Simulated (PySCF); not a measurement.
# C3F8: the cost of one run

Program: PySCF 2.14.0. Level of theory: levels as typed in each script, gas phase, geometry from GFN2-xTB. These are calculated values, not measurements.

### Step 1. Starting geometry

SMILES `FC(F)(F)C(F)(F)C(F)(F)F`, 11 atoms, charge 0, spin multiplicity 1.

Bond lengths: F1–C2 1.325 Å, C2–F3 1.326 Å, C2–F4 1.330 Å, C2–C5 1.559 Å, C5–F6 1.344 Å, C5–F7 1.343 Å, C5–C8 1.559 Å, C8–F9 1.330 Å, C8–F10 1.326 Å, C8–F11 1.325 Å. Angles: F1–C2–F3 108.3°, F1–C2–F4 108.1°, F1–C2–C5 110.4°, F3–C2–F4 108.2°, F3–C2–C5 110.9°, F4–C2–C5 110.7°, C2–C5–F6 109.0°, C2–C5–F7 109.0°, C2–C5–C8 113.2°, F6–C5–F7 107.6°, F6–C5–C8 109.0°, F7–C5–C8 109.0°, C5–C8–F9 110.7°, C5–C8–F10 110.9°, C5–C8–F11 110.4°, F9–C8–F10 108.2°, F9–C8–F11 108.1°, F10–C8–F11 108.3°.

As a file:

```csv
atom,x (Å),y (Å),z (Å)
F1,-2.3700,0.5493,-0.0002
C2,-1.3009,-0.2334,0.0020
F3,-1.3544,-1.0102,1.0758
F4,-1.3542,-1.0102,-1.0760
C5,0.0000,0.6251,0.0000
F6,0.0011,1.4183,1.0844
F7,-0.0011,1.4183,-1.0844
C8,1.3009,-0.2334,-0.0020
F9,1.3543,-1.0102,1.0760
F10,1.3544,-1.0102,-1.0757
F11,2.3700,0.5493,0.0002
```

### Step 2. Density, bond paths and surface potential (B3LYP/cc-pvdz)

File input.py:

```python
import numpy as np
from pyscf import gto, scf, dft
from pyscf.scf import atom_ks, atom_hf
from scipy.linalg import block_diag

def solve(mol, dm0=None, hcore=None):
    mf = (dft.UKS if mol.spin else dft.RKS)(mol, xc='b3lyp')
    mf.grids.level = 3
    mf = mf.density_fit(auxbasis='def2-universal-jkfit')
    mf.conv_tol, mf.max_cycle = 1e-8, 80
    if hcore is not None:
        mf.get_hcore = lambda *args: hcore
    mf.kernel(dm0)
    if not mf.converged:
        mf = mf.newton().run(mf.mo_coeff, mf.mo_occ, max_cycle=30)
    assert mf.converged, 'SCF not converged'
    return mf

mol = gto.M(atom='''
F     -2.37003     0.54929    -0.00020
C     -1.30091    -0.23337     0.00199
F     -1.35444    -1.01016     1.07578
F     -1.35425    -1.01022    -1.07597
C      0.00002     0.62514    -0.00004
F      0.00106     1.41830     1.08436
F     -0.00106     1.41826    -1.08441
C      1.30090    -0.23338    -0.00198
F      1.35426    -1.01015     1.07601
F      1.35442    -1.01020    -1.07575
F      2.37003     0.54928     0.00019
''', basis='cc-pvdz', charge=0, spin=0, verbose=4)
mf = solve(mol)
mf.analyze()
# spherically averaged free atoms, for the promolecule
atm = atom_ks.get_atm_nrks(mol, xc='b3lyp')
pro = block_diag(*[(atm[a[0]][2] * atm[a[0]][3]) @ atm[a[0]][2].T for a in mol._atom])
np.savez('result.npz', e=mf.e_tot, c=mf.mo_coeff, occ=mf.mo_occ, eps=mf.mo_energy, pro=pro, dip=mf.dip_moment(verbose=0), s2=mf.spin_square()[0])
```

The run is started by

```sh
> OMP_NUM_THREADS=1 python input.py
```

**Question.** How long does this run take on 1 thread of Intel Xeon Platinum 8259CL at 2.50GHz (Skylake/Cascade Lake), shared host, and how much memory does it need?

About 24 s, with a peak of 0.66 GiB.
